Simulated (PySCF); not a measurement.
# 3-methylpyridazine: electronic excitations

What electronic excitations should 3-methylpyridazine (`Cc1cccnn1`) show?

Computed with PySCF 2.14.0, with density-fitted response routines of our own, on a single molecule in the gas phase. Atoms are numbered from 0 throughout.

**1. The molecule as given**

13 atoms, charge 0, multiplicity 1; geometry from: GFN2-xTB.

Bonds of the start (Å): C0–C1 1.49, C1–C2 1.40, C2–C3 1.38, C3–C4 1.40, C4–N5 1.32, N5–N6 1.30, N6–C1 1.32, C0–H7 1.09, C0–H8 1.09, C0–H9 1.09, C2–H10 1.08, C3–H11 1.08, C4–H12 1.08.

**2. TDDFT and polarisability: CAM-B3LYP/def2-SVPD**

Job settings and geometry (Å):

```
{"job": {"kind": "uv", "xc": "CAM-B3LYP", "basis": "def2-SVPD", "nstates": 8, "ntriplets": 3}, "charge": 0, "multiplicity": 1}
C     -2.087487    -0.154832     0.013529
C     -0.597472    -0.220958    -0.059600
C      0.204083     0.873074     0.295012
C      1.569110     0.718545     0.197253
C      2.031458    -0.520439    -0.249241
N      1.220164    -1.507327    -0.567042
N     -0.067342    -1.360057    -0.474378
H     -2.507488    -1.104800    -0.302895
H     -2.461648     0.639255    -0.630867
H     -2.404619     0.059892     1.032900
H     -0.244336     1.796949     0.630723
H      2.255170     1.512347     0.452366
H      3.086020    -0.731162    -0.355486
```

Level: TDDFT CAM-B3LYP/def2-SVPD, vertical, gas phase, core orbitals frozen in the response.

Command:

```
$ OMP_NUM_THREADS=1 python probes_run.py task.json out
```

This one command runs all jobs of the session in turn.

What will the session give for the following? lowest singlet (CAM-B3LYP/def2-SVPD); brightest single state of those computed; lowest triplet; surface potential, 1st and 99th percentile. Wanted: lowest singlet; brightest single state of those computed; lowest triplet; surface potential, 1st and 99th percentile.

The runs gave:

| quantity | value |
| --- | --- |
| lowest singlet (CAM-B3LYP/def2-SVPD) | 3.63 eV (341 nm), f = 0.004 |
| brightest single state of those computed | state 8, 7.38 eV, f = 0.114 |
| lowest triplet | 2.87 eV |
| surface potential, 1st and 99th percentile | -2.00 V and 1.34 V |

What this shows: The first singlet state (HOMO→LUMO 0.98) lies at 3.63 eV and is weak; of the 8 states computed, the strongest absorption comes from state 8 at 7.38 eV (the last computed, so partners may be missing). The lowest triplet lies 0.77 eV below the lowest singlet (triplets in Tamm-Dancoff, singlets in full TDDFT).
